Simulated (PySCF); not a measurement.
# C5H6NO3P: the cost of one run

Programs: PySCF 2.14.0, with routines of our own; each step states its level. All values are computed. Atoms count from 0.

## Step 1: The starting structure

16 atoms, charge 0, multiplicity 1; geometry from: GFN2-xTB.

## Step 2: Excited states: TDA CAM-B3LYP/def2-SVPD

What the job is given:

```
{"job": {"kind": "states", "xc": "CAM-B3LYP", "basis": "def2-SVPD", "tda": true, "soc": true, "nstates": 5, "ntriplets": 5, "nquad": 4}, "charge": 0, "multiplicity": 1}
O     -2.063616     1.209656    -1.743311
P     -1.698809     0.200213    -0.746138
O     -1.964531    -1.306456    -1.240032
O     -2.566898     0.296001     0.603431
C      0.001308     0.149036    -0.145142
C      0.393635    -0.790524     0.796430
C      1.711571    -0.782353     1.220193
C      2.568137     0.168227     0.680453
N      2.194692     1.065096    -0.216805
C      0.937583     1.054890    -0.620576
H     -2.324672    -1.288057    -2.126650
H     -3.196668     1.012259     0.522465
H     -0.326477    -1.500009     1.175324
H      2.067806    -1.492795     1.949872
H      3.607216     0.217878     0.978941
H      0.652125     1.795881    -1.355100
```

With the program's defaults for keys left out, this is: TDA CAM-B3LYP/def2-SVPD excited states, vertical, gas phase, spin-orbit mean-field couplings.

Command:

```console
$ OMP_NUM_THREADS=1 python excited_run.py task.json out
```

One launch serves the whole session: the jobs run in the order shown.

**Question.** How long does this first job take on 1 thread of Arm Neoverse V1, shared host, and how much memory does it need?

About 71 s, with a peak of 1.1 GiB.
